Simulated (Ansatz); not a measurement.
# Zr3TiN4: one candidate of a structure search

The task: take a trial cell of Zr3TiN4 to zero force and stress.

Program: Ansatz 0.2.0. Level of theory: DFT PBE, scalar-relativistic, plane waves, PAW. These are calculated values, not measurements.

1 further run of the same task is left out (it didn't finish). Runs told in other sessions of the task aren't counted.

## Step 1: The starting structure

The structure is tetragonal, space group P4/mmm (No. 123). Conventional cell: a = 3.204 Å, b = 3.204 Å, c = 9.033 Å, α = 90.00°, β = 90.00°, γ = 90.00°. Around Zr (site symmetry 4mm) lie 6 N at 2.18 to 2.33 Å. Zr (site symmetry 4/mmm) is surrounded by 6 N at 2.27 to 2.32 Å. Around Ti (site symmetry 4/mmm) lie 6 N at 2.19 to 2.27 Å. N (site symmetry 4/mmm) has 2 Zr at 2.18 Å and 4 Ti at 2.27 Å in its first shell of neighbours. N (site symmetry 4mm) is surrounded by 1 Ti at 2.19 Å and 5 Zr at 2.27 to 2.32 Å. N (site symmetry 4/mmm) has 6 Zr at 2.27 to 2.33 Å in its first shell of neighbours.

Coordinates:

```xyz
8
Lattice="3.2039 0.0000 0.0000 0.0000 3.2039 0.0000 0.0000 0.0000 9.0331" Properties=species:S:1:pos:R:3 pbc="T T T"
Zr    0.0000    0.0000    6.6992
Zr    0.0000    0.0000    2.3338
Zr    1.6020    1.6020    0.0000
Ti    1.6020    1.6020    4.5165
N     0.0000    0.0000    4.5165
N     1.6020    1.6020    2.3238
N     0.0000    0.0000    0.0000
N     1.6020    1.6020    6.7093
```

The start is the relaxed end of an invented cell (made as: elements ordered on the sites of the TiN type, Ti/Zr on Ti (P4/mmm, No. 123)), taken up again for a closer look.

## Step 2: A first look at the guess

Contents of input.yaml:

```yaml
crystal:
  lattice:
    - [3.2039331, 0.0, 0.0]
    - [0.0, 3.2039331, 0.0]
    - [0.0, 0.0, 9.0330583]
  atoms:
    - { symbol: Zr, position: [0.0, 0.0, 0.741633] }
    - { symbol: Zr, position: [0.0, 0.0, 0.258367] }
    - { symbol: Zr, position: [0.5, 0.5, 0.0] }
    - { symbol: Ti, position: [0.5, 0.5, 0.5] }
    - { symbol: "N", position: [0.0, 0.0, 0.5] }
    - { symbol: "N", position: [0.5, 0.5, 0.257252] }
    - { symbol: "N", position: [0.0, 0.0, 0.0] }
    - { symbol: "N", position: [0.5, 0.5, 0.742748] }
basis:
  ecutwfc: 420
kpoints:
  mp_grid: { grid: [6, 6, 2] }
hamiltonian:
  xc: pbe
scf:
  occupations: { method: gaussian, width: 0.1 }
  lower_state_search: "off"
output:
  forces: true
  stress: true
  eigenvalues: true
```

The run is started by

```console
ansatz run input.yaml --threads 4 --pin off --max-ram 8192MiB --backend cpu --events-out ev --progress --plain --runs-dir out
```

Log, shortened:

```text
Warning: RAYON_NUM_THREADS=4 ignored (pool sized by the plan → 4); use --threads N
[...]
Pseudopotentials: kind: paw
Pseudopotential: Zr, paw, valence charge 12, recommended cutoff 420 eV (normal), Zr.paw.azcp
Pseudopotential: Ti, paw, valence charge 12, recommended cutoff 420 eV (normal), Ti.paw.azcp
Pseudopotential: N, paw, valence charge 5, recommended cutoff 420 eV (normal), N.paw.azcp
Functional definition: PBE
[...]
Crystal: 8 atoms, lattice volume = 92.726 Å³
Basis set: ecut = 420 eV, 1831 PW (Γ), exchange–correlation on 48×48×128 points (8 copies of the dense FFT grid, shifted against one another)
Bands: 42, of which v1, the nominal top of the filled ones, is band 34 counted from 1 (33 counted from 0)
Symmetry: 16 space group operations
Space group: P4/mmm (ITA 123), of the structure as read, at distance tolerance 4.5e-5 Å
k-points: 20 of 72
[...]
SCF iter   1: F=—  HF=-16600.735044 eV  |F-HF|=—  |Δ(HF+E_count)|=         —  Δρ=4.88e-3  dr2=8.37e-2  ethr=1.77e-3  ⟨swp⟩=4.5  Hψ=3129  notcnv=0
[...]
SCF iter   7: F=-16600.726752 eV  HF=-16600.726752 eV  |F-HF|=7.12e-9  |Δ(HF+E_count)|=   2.13e-8  Δρ=3.56e-6  dr2=1.34e-8  ethr=1.47e-10  ⟨swp⟩=8.8  Hψ=3170  notcnv=0
[...]
SCF converged after 7 iterations
Free energy (F): -16600.726752 eV
[...]
E sigma→0 (E₀):  -16600.719087 eV
Entropy (-TS):   -0.015331 eV (-1.916 meV/atom)
Fermi energy:    17.213555 eV
[...]
--- Forces (eV/Å), atoms counted from 1 ---
  atom   1  Zr     0.00000000     0.00000000    -0.03221387
  atom   2  Zr    -0.00000000     0.00000000     0.03221387
  atom   3  Zr    -0.00000000    -0.00000000    -0.00000000
  atom   4  Ti     0.00000000    -0.00000000    -0.00000000
  atom   5  N      0.00000000     0.00000000     0.00000000
  atom   6  N      0.00000000     0.00000000    -0.02591171
  atom   7  N     -0.00000000     0.00000000     0.00000000
  atom   8  N     -0.00000000     0.00000000     0.02591171
[...]
--- Stress (GPa, compression-positive) ---
       -0.302028       0.000000       0.000000
        0.000000      -0.302028      -0.000000
        0.000000      -0.000000       0.420612
  P = ⅓ Tr σ = -0.0611 GPa (-0.611 kbar)
--- Band table (eV; the first three rows and the last of 20) ---
[...]
```

Run time: 1.4 s. Hardware: 4 threads of Arm Neoverse V1, shared host; peak memory 0.46 GiB.

From the probe: pressure -0.1 GPa, largest force 0.03 eV/Å, gap on this mesh none (metal). The coarse relaxation is skipped.

## Step 3: Spin check on a coarse mesh

input.yaml, as its differences from that of step 2:

```diff
@@ -9,3 +9,3 @@
     - { symbol: Zr, position: [0.5, 0.5, 0.0] }
-    - { symbol: Ti, position: [0.5, 0.5, 0.5] }
+    - { symbol: Ti, position: [0.5, 0.5, 0.5], spin: 1.0 }
     - { symbol: "N", position: [0.0, 0.0, 0.5] }
@@ -27 +27,4 @@
   eigenvalues: true
+  populations: true
+magnetization:
+  spin_polarized: true
```

The run is started by

```console
ansatz run input.yaml --threads 4 --pin off --max-ram 8192MiB --backend cpu --events-out ev --progress --plain --runs-dir out
```

Log, shortened:

```text
[...]
SCF converged after 17 iterations
Magnetization: 0.0000 μB (34.0000 up, 34.0000 down)
Absolute magnetization: 0.0000 μB (∫|ρ↑−ρ↓|, with the PAW one-centre terms)
Spin contamination: 0.0000 ħ² per cell (⟨S²⟩ above its minimum at these occupations)
[...]
Free energy (F): -16600.726752 eV
[...]
E sigma→0 (E₀):  -16600.719087 eV
Entropy (-TS):   -0.015330 eV (-1.916 meV/atom)
Fermi energy:    17.213561 eV
[...]
--- Forces (eV/Å), atoms counted from 1 ---
  atom   1  Zr     0.00000000     0.00000000    -0.03230610
  atom   2  Zr    -0.00000000     0.00000000     0.03230610
  atom   3  Zr    -0.00000000    -0.00000000    -0.00000000
  atom   4  Ti     0.00000000    -0.00000000    -0.00000000
  atom   5  N      0.00000000     0.00000000     0.00000000
  atom   6  N      0.00000000     0.00000000    -0.02590015
  atom   7  N     -0.00000000     0.00000000     0.00000000
  atom   8  N     -0.00000000     0.00000000     0.02590015
[...]
--- Stress (GPa, compression-positive) ---
       -0.302015       0.000000      -0.000000
        0.000000      -0.302015      -0.000000
       -0.000000      -0.000000       0.420577
  P = ⅓ Tr σ = -0.0612 GPa (-0.612 kbar)
--- Band table (eV; the first three rows and the last of 40) ---
[...]
--- Löwdin populations: 8 sites ---
  site symbol       q [e]    m [muB]
     0     Zr     11.2374     0.0000
     1     Zr     11.2374     0.0000
     2     Zr     11.2292     0.0000
     3     Ti     11.0960    -0.0000
     4      N      5.7680     0.0000
     5      N      5.7258    -0.0000
     6      N      5.7222    -0.0000
     7      N      5.7258    -0.0000
  spilling = 0.003797 (of n_electrons = 68.000000)
```

Wall time 6.3 s (4 threads of Arm Neoverse V1, shared host); peak memory 0.52 GiB.

Per atom:

| atom | Löwdin electrons |
| --- | --- |
| Zr1 | 11.24 |
| Zr2 | 11.24 |
| Zr3 | 11.23 |
| Ti4 | 11.10 |
| N5 | 5.77 |
| N6 | 5.73 |
| N7 | 5.72 |
| N8 | 5.73 |

The Löwdin counts miss 0.26 of the 68 electrons, which the atomic orbitals do not span, so they are no charges.

The same cell is solved with trial moments on Ti. The largest site moment that stays is 0.00 μB and the cell's total 0.00 μB. The workflow keeps spin only above 0.25 μB on a site, so the next run goes without spin.

## Step 4: Relaxation on the finer mesh

Contents of input.yaml:

```yaml
crystal:
  lattice:
    - [3.2039331, 0.0, 0.0]
    - [0.0, 3.2039331, 0.0]
    - [0.0, 0.0, 9.0330583]
  atoms:
    - { symbol: Zr, position: [0.0, 0.0, 0.741633] }
    - { symbol: Zr, position: [0.0, 0.0, 0.258367] }
    - { symbol: Zr, position: [0.5, 0.5, 0.0] }
    - { symbol: Ti, position: [0.5, 0.5, 0.5] }
    - { symbol: "N", position: [0.0, 0.0, 0.5] }
    - { symbol: "N", position: [0.5, 0.5, 0.257252] }
    - { symbol: "N", position: [0.0, 0.0, 0.0] }
    - { symbol: "N", position: [0.5, 0.5, 0.742748] }
basis:
  ecutwfc: 420
kpoints:
  mp_grid: { grid: [12, 12, 4] }
hamiltonian:
  xc: pbe
scf:
  occupations: { method: gaussian, width: 0.1 }
output:
  forces: true
  stress: true
  eigenvalues: true
  write_density: true
  write_potential: true
  elf: true
  volumetric_format: npy
relax:
  adjacent_minimum: "off"
  f_tol: 0.01
  max_steps: 80
  cell: { stress_tol: 0.05 }
```

The run is started by

```console
ansatz run input.yaml --threads 4 --pin off --max-ram 8192MiB --backend cpu --events-out ev --progress --plain --runs-dir out
```

Log, shortened:

```text
Warning: RAYON_NUM_THREADS=4 ignored (pool sized by the plan → 4); use --threads N
[...]
[... 5 set-up lines as earlier in the session ...]
[...]
Crystal: 8 atoms, lattice volume = 92.726 Å³
Basis set: ecut = 420 eV, 1831 PW (Γ), exchange–correlation on 48×48×128 points (8 copies of the dense FFT grid, shifted against one another)
Bands: 42, of which v1, the nominal top of the filled ones, is band 34 counted from 1 (33 counted from 0)
[... 2 set-up lines as earlier in the session ...]
k-points: 84 of 576
[...]
        0.000000      -0.004934       0.000000
        0.000000       0.000000       0.013323
  P = ⅓ Tr σ = 0.0012 GPa (0.012 kbar)
--- Band table (eV; the first three rows and the last of 84) ---
[...]
--- Relaxed structure (1 steps of the walk, 1 accepted, 1 SCFs on fresh bases) ---
  F+E_penalty+E_count = -16600.70001888 eV   max|allowed force component| = 4.684e-3 eV/Å   (the final SCF, on the basis selected at the relaxed cell)
  cell:  # Å, volume = 92.7260 Å³
    - [3.2039331, 0.0, 0.0]
    - [0.0, 3.2039331, 0.0]
    - [0.0, 0.0, 9.0330583]
  atoms:
    - { symbol: Zr, position: [0.0, 0.0, 0.741633] }
    - { symbol: Zr, position: [0.0, 0.0, 0.258367] }
    - { symbol: Zr, position: [0.49999999999999994, 0.49999999999999994, 0.0] }
    - { symbol: Ti, position: [0.49999999999999994, 0.49999999999999994, 0.5] }
    - { symbol: N, position: [0.0, 0.0, 0.5] }
    - { symbol: N, position: [0.49999999999999994, 0.49999999999999994, 0.2572519999999999] }
    - { symbol: N, position: [0.0, 0.0, 0.0] }
    - { symbol: N, position: [0.49999999999999994, 0.49999999999999994, 0.7427479999999999] }
```

Run time: 13 s. Hardware: 4 threads of Arm Neoverse V1, shared host; peak memory 0.62 GiB.

Step by step:

| step | energy from step 1 (eV/cell) | largest force component (eV/Å) | pressure (GPa) | volume (Å³) |
| --- | --- | --- | --- | --- |
| 1 | 0.0000 | 0.0047 | 0.00 | 92.73 |
| 2 | 0.0000 | 0.0047 | 0.00 | 92.73 |

Step 1 is the start. Step 2 repeats the geometry before it on a plane-wave basis chosen anew for that cell, so its energy need not be comparable with the rows above.

|  | before | after | change |
| --- | --- | --- | --- |
| a (Å) | 3.204 | 3.204 | 0.0 % |
| b (Å) | 3.204 | 3.204 | 0.0 % |
| c (Å) | 9.033 | 9.033 | 0.0 % |
| volume (Å³/atom) | 11.59 | 11.59 | 0.0 % |
| shortest distance (Å) | 2.183 | 2.183 | 0.0 % |
| space group (0.01 Å) | P4/mmm | P4/mmm | same |

Forces and stress were held to the start's 16 operations: a distortion of lower symmetry was not tested.

Density in a lattice plane of the grid's cell (edges 3.20 and 9.03 Å, at 0.500 of the third edge), which holds Zr and Ti and N.

Ten even steps from '0' (0.12 e/Å³) to '9' (9.96 e/Å³):
```
00023200
00000000
00000000
00011100
00023200
00012100
00000000
00000000
00035300
00169610
00035300
00000000
00000000
00012100
00023200
00011100
00000000
00000000
00023200
00132310
```
Columns run along the first of these edges and rows up along the second, over one cell in 8 and 20 even steps from the bottom left corner. Atoms in the plane (fractional): Zr at (0.50, 0.00), Ti at (0.50, 0.50), N at (0.50, 0.26), N at (0.50, 0.74).

ELF in the same plane.

Ten even steps from '0' (0.01) to '9' (0.80):
```
21598951
21135311
22355532
13899983
14981894
13897983
12578752
11112111
11276721
10460640
11276721
11112111
12578752
13897983
14981894
13899983
22355532
21135311
21598951
11870781
```
Columns run along the first of these edges and rows up along the second, over one cell in 8 and 20 even steps from the bottom left corner. Atoms in the plane (fractional): Zr at (0.50, 0.00), Ti at (0.50, 0.50), N at (0.50, 0.26), N at (0.50, 0.74).

Both are smooth fields of the valence electrons: close to the nuclei they are not physical.

Outside the cores ELF peaks at 0.83 in the shell around N, 0.6 Å from N.

## Step 5: Summary of results

| quantity | value |
| --- | --- |
| symmetry at the end (tolerance 0.05 Å) | space group P4/mmm (No. 123) |
| conventional cell | a = 3.204 Å, b = 3.204 Å, c = 9.033 Å, α = 90.00°, β = 90.00°, γ = 90.00° |
| volume | 11.59 Å³/atom |
| energy over the elements (uncorrected; H, N, O, F and Cl as molecules) | -1.68 eV/atom |
| gap on the mesh | none (metal) |

The space group P4/mmm (No. 123) is kept, at nearly the size of the first guess. A negative formation energy is needed for stability but isn't enough; other structures and compounds were not set against it here. No finished test with a distortion of lower symmetry is shown, so the end may be a saddle point. Other magnetic orders were not searched.
